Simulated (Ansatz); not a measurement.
# ZnS (Wurtzite-4H): a point defect seen from the nuclei (P on an S site)

How do the nuclei near a point defect see it? The defect is P on an S site in ZnS (Wurtzite-4H) (cell charge -1), first unrelaxed. The cell is a supercell built from a COD entry. Planned: a single point, then a relaxation, then a check of dispersion.

Method: DFT, PBE, plane-wave PAW, default files, scalar-relativistic, as far as a step names no other, in Ansatz 0.2.0.

## (1) Starting point

Symmetry: P31m, No. 157, trigonal system. Conventional cell: a = 6.621 Å, b = 6.621 Å, c = 12.520 Å, α = 90.00°, β = 90.00°, γ = 120.00°. Around Zn (site symmetry 3m) lie 3 S at 2.34 Å and 1 P at 2.35 Å. Around Zn (site symmetry 3) lie 4 S at 2.34 to 2.35 Å. Zn (site symmetry 3m) is surrounded by 4 S at 2.34 to 2.35 Å. Around Zn (site symmetry m) lie 3 S at 2.34 to 2.35 Å and 1 P at 2.34 Å. Around Zn (site symmetry m) lie 4 S at 2.34 to 2.35 Å. P (site symmetry 3m) has 4 Zn at 2.34 to 2.35 Å as nearest neighbours. S (site symmetry 3) has 4 Zn at 2.34 to 2.35 Å as nearest neighbours. Only part of the 12 independent sites is listed.

Coordinates:

```cif
data_structure
_symmetry_space_group_name_H-M 'P31m'
_symmetry_Int_Tables_number 157
_cell_length_a 6.6211
_cell_length_b 6.6211
_cell_length_c 12.5200
_cell_angle_alpha 90.000
_cell_angle_beta 90.000
_cell_angle_gamma 120.000
_cell_volume 475.33
loop_
_atom_site_label
_atom_site_type_symbol
_atom_site_symmetry_multiplicity
_atom_site_Wyckoff_symbol
_atom_site_fract_x
_atom_site_fract_y
_atom_site_fract_z
_atom_site_occupancy
Zn1 Zn 1 a 0.00000 0.00000 0.00000 1
Zn2 Zn 2 b 0.33333 0.66667 0.00000 1
Zn3 Zn 1 a 0.00000 0.00000 0.50000 1
Zn4 Zn 2 b 0.33333 0.66667 0.50000 1
Zn5 Zn 3 c 0.33333 0.33333 0.25000 1
Zn6 Zn 3 c 0.33333 0.00000 0.75000 1
P1 P 1 a 0.00000 0.00000 0.18750 1
S1 S 2 b 0.33333 0.66667 0.18750 1
S2 S 1 a 0.00000 0.00000 0.68750 1
S3 S 2 b 0.33333 0.66667 0.68750 1
S4 S 3 c 0.33333 0.33333 0.43750 1
S5 S 3 c 0.33333 0.00000 0.93750 1
```

Atom 13 of the input is the impurity.

## (2) First run, atoms as given

Contents of input.yaml:

```yaml
crystal:
  lattice:
    - [5.73405, 3.310555311, 0.0]
    - [-5.73405, 3.310555311, 0.0]
    - [0.0, 0.0, 12.52]
  atoms:
    - { symbol: Zn, position: [0.0, 0.0, 0.0] }
    - { symbol: Zn, position: [0.3333333333, 0.6666666667, 0.0] }
    - { symbol: Zn, position: [0.6666666667, 0.3333333333, 0.0] }
    - { symbol: Zn, position: [0.0, 0.0, 0.5] }
    - { symbol: Zn, position: [0.3333333333, 0.6666666667, 0.5] }
    - { symbol: Zn, position: [0.6666666667, 0.3333333333, 0.5] }
    - { symbol: Zn, position: [0.3333333333, 0.3333333334, 0.25] }
    - { symbol: Zn, position: [0.6666666667, 0.0, 0.25] }
    - { symbol: Zn, position: [0.0, 0.6666666667, 0.25] }
    - { symbol: Zn, position: [0.3333333333, 1.0, 0.75] }
    - { symbol: Zn, position: [0.6666666667, 0.6666666666, 0.75] }
    - { symbol: Zn, position: [0.0, 0.3333333333, 0.75] }
    - { symbol: P, position: [0.0, 0.0, 0.1875] }
    - { symbol: S, position: [0.3333333333, 0.6666666667, 0.1875] }
    - { symbol: S, position: [0.6666666667, 0.3333333333, 0.1875] }
    - { symbol: S, position: [0.0, 0.0, 0.6875] }
    - { symbol: S, position: [0.3333333333, 0.6666666667, 0.6875] }
    - { symbol: S, position: [0.6666666667, 0.3333333333, 0.6875] }
    - { symbol: S, position: [0.3333333333, 0.3333333334, 0.4375] }
    - { symbol: S, position: [0.6666666667, 0.0, 0.4375] }
    - { symbol: S, position: [0.0, 0.6666666667, 0.4375] }
    - { symbol: S, position: [0.3333333333, 1.0, 0.9375] }
    - { symbol: S, position: [0.6666666667, 0.6666666666, 0.9375] }
    - { symbol: S, position: [0.0, 0.3333333333, 0.9375] }
total_charge: -1
kpoints:
  mp_grid: { grid: [3, 3, 2] }
scf:
  occupations: { method: fermi_dirac, width: 0.01 }
hamiltonian:
  xc: pbe
  pseudopotentials: { kind: paw }
output:
  forces: true
  stress: true
  populations: true
  efg:
    quadrupole_moments_barn: { Zn: 0.122, S: -0.0694 }
    contact_densities: true
```

Command:

```
ansatz run input.yaml --threads 1 --pin off --max-ram 3072MiB --backend cpu --events-out ev --progress --plain --runs-dir out
```

Log:

```text
Warning: RAYON_NUM_THREADS=1 ignored (pool sized by the plan → 1); use --threads N
Engine: ansatz 0.2.0, aarch64-unknown-linux-gnu
Pseudopotentials: kind: paw
Pseudopotential: Zn, paw, valence charge 12, recommended cutoff 420 eV (normal), Zn.paw.azcp
Pseudopotential: P, paw, valence charge 5, recommended cutoff 420 eV (normal), P.paw.azcp
Pseudopotential: S, paw, valence charge 6, recommended cutoff 420 eV (normal), S.paw.azcp
Functional definition: PBE
  parameter kappa = 0.804
  parameter beta = 0.06672455060314922
  exchange = pbe_x(kappa = kappa, mu = beta*pi^2/3)
  correlation = pbe_c(beta = beta)
Crystal: 24 atoms, lattice volume = 475.332 Å³
Basis set: ecut = 420 eV, 9245 PW (Γ), exchange–correlation on 90×90×180 points (8 copies of the dense FFT grid, shifted against one another)
Bands: 132, of which v1, the nominal top of the filled ones, is band 108 counted from 1 (107 counted from 0)
Symmetry: 6 space group operations
Space group: P31m (ITA 157), of the structure as read, at distance tolerance 7.8e-5 Å
k-points: 6 of 18 (time reversal used)
Non-local potential: Zn, projectors of the file, l = 0: 2, l = 1: 2, l = 2: 3, l = 3: 1
Non-local potential: P, projectors of the file, l = 0: 2, l = 1: 2, l = 2: 2
Non-local potential: S, projectors of the file, l = 0: 2, l = 1: 2, l = 2: 2
PAW form: soft (Blöchl's): semilocal exchange-correlation on the pseudo side does not see the compensation charge
PAW one-centre angular grid: Zn, 590 points (default); XC on 64 Gauss nodes
PAW one-centre angular grid: P, 110 points (default); XC on 64 Gauss nodes
PAW one-centre angular grid: S, 110 points (default); XC on 64 Gauss nodes
Initial density: superposition of atomic densities (neutral atoms scaled as one to the charged cell's electrons: chi_scale 0, normalization atom), corrected by the library's trained network
Initial wavefunctions: pseudopotential atomic-orbital guess
Functional: x = pbe(κ = 0.804, μ = 0.2195149727645171), c = pbe(β = 0.06672455060314922)
SCF iter   1: F=—  HF=-50518.298728 eV  |F-HF|=—  |Δ(HF+E_count)|=         —  Δρ=2.12e-2  dr2=1.51e0  ethr=1.77e-3  ⟨swp⟩=8.7  Hψ=3799  notcnv=0  defer=46
preconditioner: auto → Resta (q_TF=auto, 2.392 Å⁻¹)  ε∞=7.0  [insulator: Δε(μ)=1.358 eV  Ē_g=10.215 eV  σ=0.010 eV  W_gap=1.00  n_scr=110 (ndim 8)  ℏωp=25.0 eV  f_vac=0.032  D(μ)=0.00/eV (n_scr^D=0)  ε∞_Penn≈7.0]
SCF iter   2: F=—  HF=-50517.870856 eV  |F-HF|=—  |Δ(HF+E_count)|=   4.28e-1  Δρ=2.63e-3  dr2=6.68e-2  ethr=7.01e-4  ⟨swp⟩=3.0  Hψ=1554  notcnv=0  defer=102
SCF iter   3: F=—  HF=-50517.787616 eV  |F-HF|=—  |Δ(HF+E_count)|=   8.32e-2  Δρ=3.12e-3  dr2=7.09e-2  ethr=3.09e-5  ⟨swp⟩=2.8  Hψ=1330  notcnv=0  defer=102
SCF iter   4: F=—  HF=-50517.771644 eV  |F-HF|=—  |Δ(HF+E_count)|=   1.60e-2  Δρ=7.96e-4  dr2=1.07e-2  ethr=3.09e-5  ⟨swp⟩=2.2  Hψ=1309  notcnv=0  defer=102
SCF iter   5: F=—  HF=-50517.773248 eV  |F-HF|=—  |Δ(HF+E_count)|=   1.60e-3  Δρ=4.38e-4  dr2=1.23e-3  ethr=4.95e-6  ⟨swp⟩=2.5  Hψ=1536  notcnv=0  defer=101
SCF iter   6: F=—  HF=-50517.773024 eV  |F-HF|=—  |Δ(HF+E_count)|=   2.24e-4  Δρ=2.19e-4  dr2=2.58e-4  ethr=5.69e-7  ⟨swp⟩=2.0  Hψ=1296  notcnv=0  defer=101
SCF iter   7: F=—  HF=-50517.772987 eV  |F-HF|=—  |Δ(HF+E_count)|=   3.71e-5  Δρ=7.56e-5  dr2=4.46e-5  ethr=1.19e-7  ⟨swp⟩=2.0  Hψ=1281  notcnv=0  defer=101
SCF iter   8: F=—  HF=-50517.772704 eV  |F-HF|=—  |Δ(HF+E_count)|=   2.83e-4  Δρ=1.56e-5  dr2=1.83e-6  ethr=2.07e-8  ⟨swp⟩=2.0  Hψ=1323  notcnv=0  defer=101
SCF iter   9: F=—  HF=-50517.772706 eV  |F-HF|=—  |Δ(HF+E_count)|=   2.30e-6  Δρ=1.12e-5  dr2=4.38e-7  ethr=8.47e-10  ⟨swp⟩=3.0  Hψ=1368  notcnv=0  defer=101
SCF iter  10: F=—  HF=-50517.772706 eV  |F-HF|=—  |Δ(HF+E_count)|=   5.86e-8  Δρ=6.19e-6  dr2=1.38e-7  ethr=2.03e-10  ⟨swp⟩=2.0  Hψ=1275  notcnv=0  defer=101
SCF iter  11: F=-50517.772706 eV  HF=-50517.772706 eV  |F-HF|=1.51e-9  |Δ(HF+E_count)|=   5.62e-9  Δρ=1.82e-6  dr2=1.71e-8  ethr=4.63e-11  ⟨swp⟩=15.8  Hψ=4803  notcnv=0
SCF 1 converged in 11 iterations: F = -50517.772706 eV  dr2 = 1.71e-8
SCF converged after 11 iterations
Free energy (F): -50517.772706 eV
Harris-Foulkes:  -50517.772706 eV  (|F-HF|=1.51e-9)
Internal energy: -50517.772706 eV  (E = F + TS)
E sigma→0 (E₀):  -50517.772706 eV
Fermi energy:    7.316007 eV
--- Per-component energies (eV) ---
  E_band       = 62.817316
  E_kinetic    = 2835.912554
  E_local      = -24515.641241  (includes V_loc(G=0)·N_el)
  E_nonlocal   = 7717.298076
  E_hartree    = 10255.325161
  E_xc         = -2787.816054
  E_vxc        = -1661.641888  (∫ρ·V_xc dr)
  E_paw        = -29107.681612  (= ΣΔE_a)
  E_vpaw       = -4823.753088  (= ΣTr[D̂ρ^β])
  E_aug_tail   = -0.004343  (compensation charges beyond the density's cutoff)
  E_ewald      = -14915.165248
  E_smearing   = -0.000000  (= −TS)
  E_closure    = -0.000000  (closes the sum)
  E_deformation_potential = -11.817465  (in the stress; not in F)
  Σ components = -50517.772706   (vs F -50517.772706, Δ=0.00e0)
--- Forces (eV/Å), atoms counted from 1 ---
  atom   1  Zn     0.00000000     0.00000000     0.95949327
  atom   2  Zn     0.00000000     0.00000000     0.33937019
  atom   3  Zn     0.00000000     0.00000000     0.33937019
  atom   4  Zn    -0.00000000    -0.00000000    -0.21960554
  atom   5  Zn    -0.00000000    -0.00000000    -0.09859274
  atom   6  Zn    -0.00000000    -0.00000000    -0.09859274
  atom   7  Zn    -0.00000000    -0.54849255    -0.56745516
  atom   8  Zn     0.47500848     0.27424627    -0.56745516
  atom   9  Zn    -0.47500848     0.27424627    -0.56745516
  atom  10  Zn     0.04472933     0.02582449     0.23418065
  atom  11  Zn     0.00000000    -0.05164898     0.23418065
  atom  12  Zn    -0.04472933     0.02582449     0.23418065
  atom  13  P      0.00000000     0.00000000     0.03939148
  atom  14  S      0.00000000    -0.00000000    -0.01187982
  atom  15  S     -0.00000000     0.00000000    -0.01187982
  atom  16  S     -0.00000000    -0.00000000    -0.04628028
  atom  17  S     -0.00000000    -0.00000000    -0.06231090
  atom  18  S     -0.00000000    -0.00000000    -0.06231090
  atom  19  S      0.00000000     0.14594551     0.39993844
  atom  20  S     -0.12639252    -0.07297276     0.39993844
  atom  21  S      0.12639252    -0.07297276     0.39993844
  atom  22  S      0.12214241     0.07051896    -0.42205182
  atom  23  S     -0.00000000    -0.14103791    -0.42205182
  atom  24  S     -0.12214241     0.07051896    -0.42205182
  max |Σ_I F_I| component: 8.74e-6 eV/Å
--- Stress (GPa, compression-positive) ---
        1.772256       0.000000       0.000000
        0.000000       1.772256      -0.000000
        0.000000       0.000000       1.465025
  P = ⅓ Tr σ = 1.6698 GPa (16.698 kbar)
--- PAW observables at the nuclei: V_zz in 10²¹ V/m², potentials from the cell's mean, atoms counted from 1 ---
  atom   1  Zn V_zz =    -4.388185   η = 0.0000   by run symmetry: allowed   C_q = -12.9449 MHz
            electrostatic potential = -3941.838137 V   contact ρ = 166608.686238 e/Å³
  atom   2  Zn V_zz =    -0.615830   η = 0.0000   by run symmetry: allowed   C_q = -1.8167 MHz
            electrostatic potential = -3941.459620 V   contact ρ = 166603.932265 e/Å³
  atom   3  Zn V_zz =    -0.615830   η = 0.0000   by run symmetry: allowed   C_q = -1.8167 MHz
            electrostatic potential = -3941.459620 V   contact ρ = 166603.932265 e/Å³
  atom   4  Zn V_zz =    +0.676520   η = 0.0000   by run symmetry: allowed   C_q = +1.9957 MHz
            electrostatic potential = -3941.285239 V   contact ρ = 166604.100325 e/Å³
  atom   5  Zn V_zz =    +0.779970   η = 0.0000   by run symmetry: allowed   C_q = +2.3009 MHz
            electrostatic potential = -3941.310651 V   contact ρ = 166604.300038 e/Å³
  atom   6  Zn V_zz =    +0.779970   η = 0.0000   by run symmetry: allowed   C_q = +2.3009 MHz
            electrostatic potential = -3941.310651 V   contact ρ = 166604.300038 e/Å³
  atom   7  Zn V_zz =    -4.346731   η = 0.3542   by run symmetry: allowed   C_q = -12.8226 MHz
            electrostatic potential = -3942.119483 V   contact ρ = 166608.635703 e/Å³
  atom   8  Zn V_zz =    -4.346731   η = 0.3542   by run symmetry: allowed   C_q = -12.8226 MHz
            electrostatic potential = -3942.119483 V   contact ρ = 166608.635703 e/Å³
  atom   9  Zn V_zz =    -4.346731   η = 0.3542   by run symmetry: allowed   C_q = -12.8226 MHz
            electrostatic potential = -3942.119483 V   contact ρ = 166608.635703 e/Å³
  atom  10  Zn V_zz =    -0.802612   η = 0.0390   by run symmetry: allowed   C_q = -2.3677 MHz
            electrostatic potential = -3941.144259 V   contact ρ = 166604.501113 e/Å³
  atom  11  Zn V_zz =    -0.802612   η = 0.0390   by run symmetry: allowed   C_q = -2.3677 MHz
            electrostatic potential = -3941.144259 V   contact ρ = 166604.501113 e/Å³
  atom  12  Zn V_zz =    -0.802612   η = 0.0390   by run symmetry: allowed   C_q = -2.3677 MHz
            electrostatic potential = -3941.144259 V   contact ρ = 166604.501113 e/Å³
  atom  13  P  V_zz =    +1.099476   η = 0.0000   by run symmetry: allowed
            electrostatic potential = -1495.569667 V   contact ρ = 16017.883380 e/Å³
  atom  14  S  V_zz =    +2.954666   η = 0.0000   by run symmetry: allowed   C_q = -4.9582 MHz
            electrostatic potential = -1633.495819 V   contact ρ = 19765.346016 e/Å³
  atom  15  S  V_zz =    +2.954666   η = 0.0000   by run symmetry: allowed   C_q = -4.9582 MHz
            electrostatic potential = -1633.495819 V   contact ρ = 19765.346016 e/Å³
  atom  16  S  V_zz =    -0.458600   η = 0.0000   by run symmetry: allowed   C_q = +0.7696 MHz
            electrostatic potential = -1632.609370 V   contact ρ = 19765.098129 e/Å³
  atom  17  S  V_zz =    -0.651501   η = 0.0000   by run symmetry: allowed   C_q = +1.0933 MHz
            electrostatic potential = -1632.651676 V   contact ρ = 19765.140000 e/Å³
  atom  18  S  V_zz =    -0.651501   η = 0.0000   by run symmetry: allowed   C_q = +1.0933 MHz
            electrostatic potential = -1632.651676 V   contact ρ = 19765.140000 e/Å³
  atom  19  S  V_zz =    -1.538375   η = 0.0123   by run symmetry: allowed   C_q = +2.5815 MHz
            electrostatic potential = -1632.939295 V   contact ρ = 19765.307692 e/Å³
  atom  20  S  V_zz =    -1.538375   η = 0.0123   by run symmetry: allowed   C_q = +2.5815 MHz
            electrostatic potential = -1632.939295 V   contact ρ = 19765.307692 e/Å³
  atom  21  S  V_zz =    -1.538375   η = 0.0123   by run symmetry: allowed   C_q = +2.5815 MHz
            electrostatic potential = -1632.939295 V   contact ρ = 19765.307692 e/Å³
  atom  22  S  V_zz =    -1.225909   η = 0.7632   by run symmetry: allowed   C_q = +2.0572 MHz
            electrostatic potential = -1632.950910 V   contact ρ = 19765.307454 e/Å³
  atom  23  S  V_zz =    -1.225909   η = 0.7632   by run symmetry: allowed   C_q = +2.0572 MHz
            electrostatic potential = -1632.950910 V   contact ρ = 19765.307454 e/Å³
  atom  24  S  V_zz =    -1.225909   η = 0.7632   by run symmetry: allowed   C_q = +2.0572 MHz
            electrostatic potential = -1632.950910 V   contact ρ = 19765.307454 e/Å³
--- Band table (eV; the first three rows and the last of 6) ---
  k-point 0: bands = ["-7.5978", "-7.0853", "-6.9457", "-6.6642", "-6.6427", "-6.3427", "-6.3427", "-6.3398", "-6.3398", "-6.2250", "-5.8197", "-2.6179", "-0.9434", "-0.9434", "-0.9036", "-0.8429", "-0.8429", "-0.7531", "-0.7531", "-0.7405", "-0.7357", "-0.6850", "-0.6850", "-0.6764", "-0.6586", "-0.6586", "-0.5978", "-0.5978", "-0.5482", "-0.5482", "-0.5223", "-0.5199", "-0.4739", "-0.4739", "-0.4377", "-0.4377", "-0.3952", "-0.3669", "-0.3669", "-0.3518", "-0.3518", "-0.3384", "-0.3359", "-0.3359", "-0.2591", "-0.2591", "-0.1790", "-0.1772", "-0.1772", "-0.1762", "-0.1657", "-0.1657", "0.0140", "0.0851", "0.0851", "0.1183", "0.1183", "0.1779", "0.1779", "0.2232", "0.2405", "0.2728", "0.2728", "0.2997", "0.4018", "0.4018", "0.4665", "0.4665", "0.4724", "0.4724", "0.4740", "0.6314", "0.7824", "0.7930", "0.7930", "0.9658", "1.0005", "1.3911", "1.6036", "1.6392", "1.6392", "2.0242", "2.0242", "2.4307", "2.4307", "2.9391", "2.9525", "3.0933", "3.0933", "3.3430", "3.5124", "3.6114", "3.6114", "3.9202", "3.9202", "4.2247", "4.2247", "4.4304", "4.6685", "4.6685", "5.1355", "5.1533", "5.1533", "5.3344", "5.3344", "6.2337", "6.7542", "6.7542", "7.8625", "8.6796", "9.1475", "9.8368", "10.1137", "10.4101", "10.4128", "10.4128", "10.6518", "10.6518", "10.9290", "10.9290", "11.1267", "11.1267", "11.4852", "11.7252", "11.8868", "11.8868", "12.0970", "12.2484", "12.2484", "12.3617", "12.3617", "12.6353"]
[... 3 lines left out ...]
--- Löwdin populations: 24 sites ---
  site symbol       q [e]
     0     Zn     10.7548
     1     Zn     10.7258
     2     Zn     10.7258
     3     Zn     10.7275
     4     Zn     10.7315
     5     Zn     10.7315
     6     Zn     10.7531
     7     Zn     10.7531
     8     Zn     10.7531
     9     Zn     10.7326
    10     Zn     10.7326
    11     Zn     10.7326
    12      P      6.5116
    13      S      7.1082
    14      S      7.1082
    15      S      7.1031
    16      S      7.1047
    17      S      7.1047
    18      S      7.1021
    19      S      7.1021
    20      S      7.1021
    21      S      7.1018
    22      S      7.1018
    23      S      7.1018
  spilling = 0.011546 (of n_electrons = 216.000000)
```

Wall time 76 s (1 thread of Arm Neoverse V1, shared host); peak memory 0.85 GiB.

State: gap on the mesh 1.11 eV, largest force 0.959 eV/Å, pressure 1.7 GPa.

The printed gradients, by site: 11 of 12, those nearest the defect, the farthest of each element and the two largest gradients.

```csv
site,atoms,distance from the defect (Å),V_zz (10²¹ V/m²),η,C_Q (MHz)
P,13,0.00,1.10,0.00,–
Zn7,"7, 8, 9",2.34,-4.35,0.35,-12.8 (⁶⁷Zn)
Zn1,1,2.35,-4.39,0.00,-12.9 (⁶⁷Zn)
S14,"14, 15",3.82,2.95,0.00,-4.96 (³³S)
S22,"22, 23, 24",3.83,-1.23,0.76,2.06 (³³S)
S19,"19, 20, 21",3.83,-1.54,0.01,2.58 (³³S)
Zn4,4,3.91,0.68,0.00,2.00 (⁶⁷Zn)
Zn2,"2, 3",4.49,-0.62,0.00,-1.82 (⁶⁷Zn)
Zn5,"5, 6",5.47,0.78,0.00,2.30 (⁶⁷Zn)
Zn10,"10, 11, 12",5.91,-0.80,0.04,-2.37 (⁶⁷Zn)
S17,"17, 18",7.33,-0.65,0.00,1.09 (³³S)
```

Conventions: |V_zz| ≥ |V_yy| ≥ |V_xx|, η = (V_xx − V_yy)/V_zz, C_Q = eQV_zz/h. Nuclear quadrupole moments: year-2017 set (Pyykkö). A dash under C_Q marks elements without a common quadrupolar isotope.

Direction of the V_zz axis (Cartesian unit vector):

```csv
site,atom,x,y,z
Zn1,1,0.00,0.00,1.00
Zn2,2,0.00,0.00,1.00
Zn4,4,0.00,0.00,1.00
Zn5,5,0.00,0.00,1.00
Zn7,7,0.00,0.98,0.20
Zn10,10,0.08,0.05,1.00
P,13,0.00,0.00,1.00
S14,14,0.00,0.00,1.00
S16,16,0.00,0.00,1.00
S17,17,0.00,0.00,1.00
```

[end of part 1 of 3]
